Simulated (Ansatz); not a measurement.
# C2H4Cl2Si2: one species, many methods

An exercise on one series of results from a longer session: the logs are not shown, and one member is left open.

The runs use Ansatz 0.2.0, Gaussian basis; functionals in def2-TZVPP, the program's frozen cores in correlated methods.

The runs, in order: LDA (SPW92), PBE-D4, revPBE-D4, BLYP-D4, r2SCAN-D4, B97M-V, PBE0-D4, B3LYP-D4, r2SCANh-D4, r2SCAN0-D4, HSE06-D4, BHLYP-D4, CAM-B3LYP-D4, LC-ωPBE, ωB97X-V, ωB97M-V, B2PLYP, PBE-QIDH; CCSD(T)/def2-SVP; CCSD(T)/def2-TZVPP; MP2/def2-QZVPP; extrapolation to the limit; RPA on PBE.

## Structure used throughout

All runs share one geometry, relaxed beforehand with PBE0-D4 in a triple-zeta def2 set.

SMILES `Cl[SiH2]C#C[SiH2]Cl`, 10 atoms, charge 0, spin multiplicity 1.

Atoms are counted from 1 here; the program's logs count them from 0.

Bond lengths: Cl1–Si2 2.047 Å, Si2–C3 1.821 Å, Si2–H7 1.478 Å, Si2–H8 1.478 Å, C3–C4 1.214 Å, C4–Si5 1.821 Å, Si5–Cl6 2.047 Å, Si5–H9 1.478 Å, Si5–H10 1.478 Å. Angles: Cl1–Si2–C3 109.1°, Cl1–Si2–H7 108.7°, Cl1–Si2–H8 108.7°, C3–Si2–H7 109.4°, C3–Si2–H8 109.4°, H7–Si2–H8 111.5°, Si2–C3–C4 179.3°, C3–C4–Si5 179.3°, C4–Si5–Cl6 109.1°, C4–Si5–H9 109.4°, C4–Si5–H10 109.4°, Cl6–Si5–H9 108.7°, Cl6–Si5–H10 108.7°, H9–Si5–H10 111.5°.

The first run:

File in.yaml:

```yaml
crystal:
  periodic: [false, false, false]
  atoms:
    - {symbol: Cl, position_ang: [-0.990302, -1.841139, 3.000322]}
    - {symbol: Si, position_ang: [-1.745018, -1.152678, 1.225987]}
    - {symbol: C, position_ang: [-0.426702, -0.292354, 0.311064]}
    - {symbol: C, position_ang: [0.442999, 0.283717, -0.309460]}
    - {symbol: Si, position_ang: [1.761173, 1.144001, -1.224625]}
    - {symbol: Cl, position_ang: [1.013724, 1.807027, -3.011678]}
    - {symbol: H, position_ang: [-2.842120, -0.205659, 1.514453]}
    - {symbol: H, position_ang: [-2.220226, -2.306631, 0.434629]}
    - {symbol: H, position_ang: [2.867392, 0.202226, -1.494846]}
    - {symbol: H, position_ang: [2.222080, 2.310292, -0.442948]}
basis:
  gaussian: {orbitals: def2-TZVPP}
hamiltonian: {xc: lda}
output: {orbitals: {seedname: orbitals}}
```

Among the steps run: LDA; PBE-D4 (GGA); revPBE-D4 (GGA); BLYP-D4 (GGA); r2SCAN-D4 (meta-GGA); B97M-V (meta-GGA); PBE0-D4 (hybrid); B3LYP-D4 (hybrid); r2SCANh-D4 (hybrid); r2SCAN0-D4 (hybrid); HSE06-D4 (hybrid); BHLYP-D4 (hybrid); CAM-B3LYP-D4 (range-separated); LC-ωPBE-D4 (range-separated; the results give it without D4); ωB97X-V (range-separated); ωB97M-V (range-separated); B2PLYP (double hybrid); PBE-QIDH (double hybrid).

One table of the session follows, with a row left open; its other results are not shown here.

It belongs to the step «Orbital energies across the functionals». 

| functional | HOMO (eV) | LUMO (eV) | gap (eV) |
| --- | --- | --- | --- |
| LDA (SPW92) | -7.49 | -2.75 | 4.74 |
| PBE-D4 | -7.37 | -2.49 | 4.88 |
| revPBE-D4 | -7.32 | -2.40 | 4.93 |
| BLYP-D4 | -7.21 | -2.29 | 4.92 |
| r2SCAN-D4 | ? | ? | ? |
| B97M-V | -7.70 | -2.31 | 5.38 |
| PBE0-D4 | -8.59 | -1.63 | 6.96 |
| B3LYP-D4 | -8.35 | -1.78 | 6.58 |
| r2SCANh-D4 | -8.10 | -1.99 | 6.11 |
| r2SCAN0-D4 | -8.78 | -1.52 | 7.26 |
| HSE06-D4 | -8.19 | -2.00 | 6.19 |
| BHLYP-D4 | -9.65 | -0.59 | 9.06 |
| CAM-B3LYP-D4 | -9.91 | -0.50 | 9.41 |
| LC-ωPBE | -11.32 | 0.58 | 11.89 |
| ωB97X-V | -10.93 | 0.50 | 11.43 |
| ωB97M-V | -10.77 | 0.35 | 11.12 |

Q: Estimate the row for r2SCAN-D4 from the others.

Worked estimate for «HOMO (eV)». Against the share of exact exchange, r2SCANh-D4 (0.1, -8.10), r2SCAN0-D4 (0.25, -8.78) give a slope of -4.53 per unit share; at 0 the line stands at -7.65.

The run gave: HOMO (eV): -7.66; LUMO (eV): -2.31; gap (eV): 5.35. In «HOMO (eV)» the line misses by +0.01.
